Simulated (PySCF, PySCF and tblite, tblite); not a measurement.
**C6H5ClS: conformers and averaged spectra**

Which conformers does C6H5ClS (`C=Cc1sccc1Cl`) populate, and what do their averaged NMR parameters look like?

Programs: PySCF 2.14.0 with density-fitted response routines of our own, and tblite 0.8.0. All values are computed, except where a source is named. Atoms count from 0 throughout.

## Step 1: The molecule as given

13 atoms, charge 0, multiplicity 1; geometry from: MMFF94s geometry.

Bonds of the start (Å): C0–C1 1.35, C0–H8 1.08, C0–H9 1.09, C1–C2 1.42, C1–H10 1.08, C2–C6 1.40, C2–S3 1.73, C4–C5 1.38, C4–H11 1.08, C5–C6 1.43, C5–H12 1.08, C6–Cl7 1.72, S3–C4 1.70.

## Step 2: GFN2-xTB relaxation, conformer 1

What the job is given:

```
{"job": {"xc": "GFN2-xTB", "basis": "xTB", "kind": "relax"}, "charge": 0, "multiplicity": 1}
C      2.494700    -0.815800     0.082400
C      1.610300     0.200600    -0.060500
C      0.201400     0.046900    -0.127700
S     -0.600300    -1.480300    -0.071600
C     -2.153400    -0.804600    -0.208500
C     -2.104900     0.565100    -0.321000
C     -0.761400     1.056200    -0.273700
Cl    -0.436400     2.743300    -0.375500
H      3.556000    -0.608400     0.136900
H      2.192500    -1.857200     0.149800
H      2.015400     1.203900    -0.104600
H     -3.033300    -1.438500    -0.221700
H     -2.985000     1.189500    -0.413000
```

The run is started by

```console
> OMP_NUM_THREADS=1 python ens_run.py task.json out
```

The driver reads the study from task.json and runs its stages one after another.

The log of the run:

```text
step      E/eV     max force
  0    -629.89372    1.775
  1    -629.94836    1.019
  2    -629.96316    0.284
  3    -629.96694    0.154
  4    -629.97053    0.163
  5    -629.97393    0.130
  6    -629.97596    0.124
  7    -629.97836    0.136
  8    -629.98010    0.112
  9    -629.98128    0.111
 10    -629.98190    0.083
 11    -629.98226    0.048
 12    -629.98246    0.032
 13    -629.98246    0.032
 14    -629.98253    0.031
 15    -629.98263    0.025
 16    -629.98267    0.026
 17    -629.98272    0.016
 18    -629.98274    0.013
 19    -629.98276    0.008
 20    -629.98277    0.008
 21    -629.98278    0.007
 22    -629.98278    0.007
 23    -629.98278    0.006
 24    -629.98279    0.006
 25    -629.98279    0.004
 26    -629.98279    0.003
```

Run time: 0.18 s. Hardware: 1 thread of Arm Neoverse V2, shared host.

The energy fell by 0.089 eV, and the atoms moved 0.04 Å (root mean square).

**GFN2-xTB relaxation, conformer 2**

What the job is given:

```
{"job": {"xc": "GFN2-xTB", "basis": "xTB", "kind": "relax"}, "charge": 0, "multiplicity": 1}
C     -2.477100    -0.010900     0.452000
C     -1.483500    -0.813900     0.096000
C     -0.103500    -0.411000     0.122200
S      1.067500    -1.581300     0.571600
C      2.359800    -0.493800     0.409500
C      1.926000     0.740800    -0.026800
C      0.516500     0.792900    -0.201800
Cl    -0.225200     2.227700    -0.774800
H     -3.502800    -0.377800     0.446500
H     -2.343100     1.017300     0.775000
H     -1.707700    -1.852100    -0.157600
H      3.371600    -0.809000     0.609500
H      2.597200     1.571500    -0.203000
```

The log of the run:

```text
step      E/eV     max force
  0    -629.79742    1.181
  1    -629.84068    0.483
  2    -629.85229    0.274
  3    -629.85849    0.209
  4    -629.86424    0.184
  5    -629.86682    0.127
  6    -629.86828    0.107
  7    -629.86967    0.114
  8    -629.87135    0.130
  9    -629.87260    0.116
 10    -629.87340    0.075
 11    -629.87408    0.071
 12    -629.87492    0.076
 13    -629.87585    0.111
 14    -629.87671    0.089
 15    -629.87747    0.078
 16    -629.87827    0.079
 17    -629.87918    0.087
 18    -629.88010    0.095
 19    -629.88095    0.075
 20    -629.88180    0.079
 21    -629.88273    0.075
 22    -629.88372    0.100
 23    -629.88459    0.082
 24    -629.88524    0.058
 25    -629.88572    0.055
 26    -629.88613    0.058
 27    -629.88654    0.070
 28    -629.88700    0.073
 29    -629.88752    0.074
 30    -629.88810    0.072
 31    -629.88876    0.066
 32    -629.88960    0.098
 33    -629.89083    0.112
 34    -629.89261    0.139
 35    -629.89474    0.141
 36    -629.89668    0.141
 37    -629.89852    0.161
 38    -629.90027    0.172
 39    -629.90088    0.210
 40    -629.90343    0.108
 41    -629.90454    0.067
 42    -629.90545    0.064
 43    -629.90593    0.079
 44    -629.90669    0.077
 45    -629.90719    0.043
 46    -629.90743    0.040
 47    -629.90743    0.040
 48    -629.90753    0.030
 49    -629.90772    0.032
 50    -629.90775    0.016
 51    -629.90777    0.017
 52    -629.90781    0.019
 53    -629.90783    0.013
 54    -629.90785    0.014
 55    -629.90787    0.013
 56    -629.90789    0.012
 57    -629.90792    0.012
 58    -629.90794    0.012
 59    -629.90796    0.013
 60    -629.90797    0.011
 61    -629.90798    0.008
 62    -629.90799    0.008
 63    -629.90800    0.007
 64    -629.90801    0.007
 65    -629.90801    0.008
 66    -629.90802    0.008
 67    -629.90803    0.009
 68    -629.90804    0.011
 69    -629.90805    0.009
 70    -629.90806    0.009
 71    -629.90807    0.009
 72    -629.90809    0.011
 73    -629.90810    0.011
 74    -629.90812    0.012
 75    -629.90814    0.013
 76    -629.90815    0.013
 77    -629.90818    0.016
 78    -629.90820    0.017
 79    -629.90823    0.014
 80    -629.90826    0.012
 81    -629.90829    0.014
 82    -629.90831    0.015
 83    -629.90834    0.016
 84    -629.90838    0.015
 85    -629.90842    0.015
 86    -629.90845    0.016
 87    -629.90849    0.015
 88    -629.90852    0.014
 89    -629.90855    0.016
 90    -629.90858    0.016
 91    -629.90860    0.013
 92    -629.90863    0.011
 93    -629.90865    0.010
 94    -629.90867    0.009
 95    -629.90868    0.008
 96    -629.90869    0.006
 97    -629.90869    0.007
 98    -629.90869    0.007
 99    -629.90870    0.005
100    -629.90871    0.006
101    -629.90871    0.006
102    -629.90871    0.006
103    -629.90872    0.005
104    -629.90873    0.006
105    -629.90873    0.005
106    -629.90873    0.005
107    -629.90874    0.005
108    -629.90874    0.005
109    -629.90874    0.004
```

Run time: 0.61 s. Hardware: 1 thread of Arm Neoverse V2, shared host.

The energy fell by 0.111 eV, and the atoms moved 0.37 Å (root mean square).

## Step 3: Shieldings, conformer 1: B3LYP/pcSseg-1 in acetonitrile

What the job is given:

```
{"job": {"xc": "B3LYP", "basis": "pcSseg-1", "solvent": "acetonitrile", "kind": "nmr", "pop": true}, "charge": 0, "multiplicity": 1}
C      2.479635    -0.794716     0.080886
C      1.613567     0.204726    -0.054464
C      0.187348     0.047694    -0.133094
S     -0.589135    -1.506831    -0.064023
C     -2.145626    -0.798007    -0.214679
C     -2.090756     0.553990    -0.313547
C     -0.762646     1.031745    -0.267036
Cl    -0.383781     2.705602    -0.370096
H      3.538894    -0.619086     0.135303
H      2.150449    -1.819049     0.141314
H      1.957166     1.229033    -0.113616
H     -3.011910    -1.428496    -0.220862
H     -2.947593     1.193883    -0.414903
```

The log of the run:

```text
coarse grid: 12864 points
cycle   1  E = -1089.8843528321  dE =  1.396e+00  |g| = 3.884e-01  |ddm| = 3.881e+00
cycle   2  E = -1089.8707369053  dE =  1.362e-02  |g| = 4.548e-01  |ddm| = 7.605e-01
cycle   3  E = -1089.9231708483  dE = -5.243e-02  |g| = 7.020e-02  |ddm| = 4.165e-01
cycle   4  E = -1089.9241575830  dE = -9.867e-04  |g| = 3.444e-02  |ddm| = 9.527e-02
cycle   5  E = -1089.9244400812  dE = -2.825e-04  |g| = 1.130e-02  |ddm| = 4.425e-02
cycle   6  E = -1089.9244709580  dE = -3.088e-05  |g| = 2.209e-03  |ddm| = 1.383e-02
cycle   7  E = -1089.9244718998  dE = -9.418e-07  |g| = 1.021e-03  |ddm| = 2.439e-03
final grid: 117600 points
cycle   8  E = -1089.9817615945  dE = -2.693e-05  |g| = 5.497e-03  |ddm| = 2.897e-02
cycle   9  E = -1089.9817570814  dE =  4.513e-06  |g| = 6.890e-03  |ddm| = 1.136e-02
cycle  10  E = -1089.9817693240  dE = -1.224e-05  |g| = 9.168e-04  |ddm| = 7.030e-03
cycle  11  E = -1089.9817695247  dE = -2.007e-07  |g| = 2.474e-04  |ddm| = 1.123e-03
cycle  12  E = -1089.9817695396  dE = -1.495e-08  |g| = 8.814e-05  |ddm| = 2.992e-04
cycle  13  E = -1089.9817695414  dE = -1.727e-09  |g| = 2.188e-05  |ddm| = 8.186e-05
cycle  14  E = -1089.9817695415  dE = -9.823e-11  |g| = 7.250e-06  |ddm| = 2.484e-05
converged SCF energy = -1089.9817695415

GIAO shielding tensors (ppm)
atom      isotropic    diamagn.    paramagn.     s11        s22        s33       span
  0 C       62.274     254.333    -192.060    -43.865     71.388    159.297    203.162
  1 C       46.761     249.329    -202.568    -70.134     52.085    158.330    228.464
  2 C       32.887     261.204    -228.316    -29.003     13.464    114.202    143.205
  3 S      270.943    1057.853    -786.911    132.545    291.576    388.708    256.163
  4 C       47.360     261.161    -213.800    -47.262     41.482    147.861    195.123
  5 C       47.515     248.928    -201.413    -30.250     42.254    130.540    160.790
  6 C       46.547     252.019    -205.472    -21.649     62.949     98.341    119.990
  7 Cl     762.712    1147.628    -384.916    515.296    782.152    990.689    475.393
  8 H       26.261      27.782      -1.521     24.141     24.620     30.020      5.879
  9 H       25.704      31.824      -6.120     22.748     23.334     31.030      8.282
 10 H       24.634      30.482      -5.847     21.069     22.704     30.129      9.060
 11 H       24.488      30.175      -5.687     21.645     24.689     27.130      5.485
 12 H       24.790      30.253      -5.463     21.201     26.085     27.083      5.882
```

Run time: 24 s. Hardware: 1 thread of Arm Neoverse V2, shared host; peak memory 0.86 GiB.

In short: HOMO -6.24 eV, LUMO -1.62 eV; dipole 1.61 D.

## Step 4: Shieldings, conformer 2: B3LYP/pcSseg-1 in acetonitrile

What the job is given:

```
{"job": {"xc": "B3LYP", "basis": "pcSseg-1", "solvent": "acetonitrile", "kind": "nmr", "pop": false}, "charge": 0, "multiplicity": 1}
C     -2.541253     0.001660     0.197361
C     -1.476390    -0.786704     0.315333
C     -0.091443    -0.398967     0.230842
S      1.109951    -1.646234     0.423615
C      2.397339    -0.532540     0.219350
C      1.947272     0.730323     0.013583
C      0.535900     0.806272     0.019782
Cl    -0.255963     2.311283    -0.221368
H     -3.534099    -0.404985     0.280002
H     -2.469321     1.058142     0.017710
H     -1.617079    -1.845227     0.496156
H      3.410537    -0.877902     0.263908
H      2.580161     1.585367    -0.137851
```

The log of the run:

```text
coarse grid: 12864 points
cycle   1  E = -1089.8801490912  dE =  1.397e+00  |g| = 3.913e-01  |ddm| = 3.885e+00
cycle   2  E = -1089.8649406689  dE =  1.521e-02  |g| = 4.615e-01  |ddm| = 7.897e-01
cycle   3  E = -1089.9198574287  dE = -5.492e-02  |g| = 6.543e-02  |ddm| = 4.284e-01
cycle   4  E = -1089.9207392821  dE = -8.819e-04  |g| = 3.205e-02  |ddm| = 9.217e-02
cycle   5  E = -1089.9209779978  dE = -2.387e-04  |g| = 1.161e-02  |ddm| = 4.005e-02
cycle   6  E = -1089.9210102230  dE = -3.223e-05  |g| = 2.357e-03  |ddm| = 1.314e-02
cycle   7  E = -1089.9210112465  dE = -1.024e-06  |g| = 1.208e-03  |ddm| = 2.737e-03
final grid: 117600 points
cycle   8  E = -1089.9787591437  dE = -2.645e-05  |g| = 5.556e-03  |ddm| = 3.346e-02
cycle   9  E = -1089.9787520801  dE =  7.064e-06  |g| = 7.580e-03  |ddm| = 1.184e-02
cycle  10  E = -1089.9787669608  dE = -1.488e-05  |g| = 1.091e-03  |ddm| = 7.580e-03
cycle  11  E = -1089.9787672656  dE = -3.047e-07  |g| = 2.607e-04  |ddm| = 1.273e-03
cycle  12  E = -1089.9787672817  dE = -1.616e-08  |g| = 8.611e-05  |ddm| = 3.053e-04
cycle  13  E = -1089.9787672832  dE = -1.524e-09  |g| = 2.857e-05  |ddm| = 9.209e-05
cycle  14  E = -1089.9787672834  dE = -1.864e-10  |g| = 1.007e-05  |ddm| = 3.308e-05
converged SCF energy = -1089.9787672834

GIAO shielding tensors (ppm)
atom      isotropic    diamagn.    paramagn.     s11        s22        s33       span
  0 C       60.711     254.576    -193.865    -45.437     60.002    167.567    213.004
  1 C       46.608     249.405    -202.797    -67.713     57.397    150.140    217.854
  2 C       36.214     260.024    -223.809    -31.439     15.094    124.989    156.427
  3 S      233.274    1057.265    -823.991    108.083    270.380    321.360    213.277
  4 C       46.681     261.579    -214.898    -47.954     41.550    146.447    194.401
  5 C       44.476     248.729    -204.253    -31.784     40.781    124.431    156.215
  6 C       48.605     250.982    -202.377    -17.737     60.846    102.705    120.442
  7 Cl     735.868    1148.660    -412.792    498.001    768.109    941.494    443.493
  8 H       26.130      27.558      -1.428     24.591     24.677     29.121      4.530
  9 H       25.002      32.486      -7.484     20.746     23.964     30.296      9.550
 10 H       24.888      29.418      -4.530     20.534     24.495     29.635      9.102
 11 H       24.468      30.029      -5.561     21.753     24.596     27.056      5.303
 12 H       24.695      30.466      -5.771     20.955     25.928     27.203      6.248
```

Run time: 22 s. Hardware: 1 thread of Arm Neoverse V2, shared host; peak memory 0.87 GiB.

In short: HOMO -6.26 eV, LUMO -1.50 eV; dipole 1.65 D.

## Step 5: Averages: properties at B3LYP/pcSseg-1 in acetonitrile

What the job is given:

```
{"job": {"study": "conf", "smiles": "C=Cc1sccc1Cl", "search": {"seed": 9362, "n_embed": 60, "ff_keep": 14, "window": 3.0, "nmax": 10, "temps": [220, 260, 298.15, 340, 380], "t_ref": 298.15, "order": 0.0005}, "level": {"nmr": {"xc": "B3LYP", "basis": "pcSseg-1", "solvent": "acetonitrile"}}, "kind": "conf"}, "charge": 0, "multiplicity": 1}
C      2.479635    -0.794716     0.080886
C      1.613567     0.204726    -0.054464
C      0.187348     0.047694    -0.133094
S     -0.589135    -1.506831    -0.064023
C     -2.145626    -0.798007    -0.214679
C     -2.090756     0.553990    -0.313547
C     -0.762646     1.031745    -0.267036
Cl    -0.383781     2.705602    -0.370096
H      3.538894    -0.619086     0.135303
H      2.150449    -1.819049     0.141314
H      1.957166     1.229033    -0.113616
H     -3.011910    -1.428496    -0.220862
H     -2.947593     1.193883    -0.414903
```

The log of the run:

```text
conformer  sym    E(xTB)   E(DFT)   G(298.15 K)  weight  dipole/D
    1     Cs      0.000    0.000    0.000   0.9570    1.607
    2     Cs      1.708    1.781    1.838   0.0430    1.651

mean shielding (ppm) by class
class atoms           220 K      260 K   298.15 K      340 K      380 K
  0 C  0              62.25     62.229     62.206     62.179     62.152
  1 C  1             46.758     46.756     46.754     46.751     46.749
  2 C  2             32.939     32.981      33.03     33.089     33.147
  3 S  3            270.363    269.878    269.324    268.659    268.006
  4 C  4              47.35     47.341     47.331     47.319     47.308
  5 C  5             47.468     47.429     47.384      47.33     47.278
  6 C  6             46.578     46.605     46.635     46.672     46.707
  7 Cl 7              762.3    761.954    761.559    761.085     760.62
  8 H  8             26.259     26.257     26.255     26.253      26.25
  9 H  9             25.693     25.684     25.674     25.661     25.649
 10 H  10            24.638     24.641     24.645      24.65     24.654
 11 H  11            24.488     24.487     24.487     24.487     24.486
 12 H  12            24.788     24.787     24.786     24.784     24.783
```

Run time: 48 s. Hardware: 1 thread of Arm Neoverse V2, shared host. This counts the runs that the step sums up.

The search (ETKDG, MMFF94s, GFN2-xTB) embedded 60 structures, kept 2 distinct ones after the force field and 2 after xTB; 2 were carried on (window 3.0 kcal/mol at the search's own energies). Energies: B3LYP/pcSseg-1 in acetonitrile with D3(BJ).

Conformer by conformer (298 K):

```
no.  group  mirror pair  ΔE xTB  ΔE DFT    ΔG  weight (%)  μ (D)  C0–C1–C2–S3 (°)     A, B, C (GHz)
  1     Cs           no    0.00    0.00  0.00        95.7   1.61                0  1.94, 1.40, 0.81
  2     Cs           no    1.71    1.78  1.84         4.3   1.65             -180  2.09, 1.38, 0.83
```

Energies in kcal/mol. ΔG holds xTB vibrations and rotation, symmetry numbers and mirror pairs.

Weights (%) by temperature:

```
no.  220 K  260 K  298 K  340 K  380 K
  1   98.5   97.2   95.7   93.9   92.2
  2    1.5    2.8    4.3    6.1    7.8
```

How the weights hang on the way they are made:

```
                      scheme    1   2  mean μ (D)
             DFT free energy   96   4        1.61
DFT energy, symmetry counted   95   5        1.61
            DFT energy alone   95   5        1.61
xTB energy, symmetry counted   95   5        1.61
             xTB free energy   95   5        1.61
       lowest conformer only  100   0        1.61
               equal weights   50  50        1.63
```

Shifts against references run at the same level (1H TMS 31.81, 13C TMS 182.8 ppm of shielding), by class of atoms, at 298 K:

```
atoms                                          environment    no. 1    no. 2  average
   C2  substituted aromatic carbon next to the ring sulfur    149.9    146.6    149.8
   C6                     aromatic carbon bearing chlorine    136.3    134.2    136.2
   C1                                            alkene CH    136.1    136.2    136.1
   C4                  aromatic CH next to the ring sulfur    135.5    136.1    135.5
   C5                                          aromatic CH    135.3    138.3    135.4
   C0                                 terminal =CH2 carbon    120.6    122.1    120.6
  H11   hydrogen on an aromatic CH next to the ring sulfur     7.32     7.34     7.32
  H10                             hydrogen on an alkene CH     7.17     6.92     7.16
  H12                           hydrogen on an aromatic CH     7.02     7.11     7.02
   H9                   hydrogen on a terminal =CH2 carbon     6.10     6.81     6.13
   H8                   hydrogen on a terminal =CH2 carbon     5.55     5.68     5.55
   S3                                 aromatic ring sulfur  271 (σ)  233 (σ)  269 (σ)
  Cl7                                 chlorine bonded to C  763 (σ)  736 (σ)  762 (σ)
```

Effective distances for nuclear Overhauser effects, ⟨r⁻⁶⟩^(−1/6) over all pairs of two classes (Å): H8···H9 1.83; H8···H10 2.44; H11···H12 2.63; H9···H10 3.06.

## Step 6: Summary of results

```
                                            quantity                                                value
                                          conformers  2; the first in weight is no. 1 (Cs), 96 % at 298 K
                             root-mean-square dipole                                               1.61 D
averaged 13C shifts (B3LYP/pcSseg-1 in acetonitrile)         149.8, 136.2, 136.1, 135.5, 135.4, 120.6 ppm
 averaged 1H shifts (B3LYP/pcSseg-1 in acetonitrile)                     7.32, 7.16, 7.02, 6.13, 5.55 ppm
```

**Reading.** Conformer 1 leads with 96 % at 298 K, and its share goes from 98 % at 220 K to 92 % at 380 K.
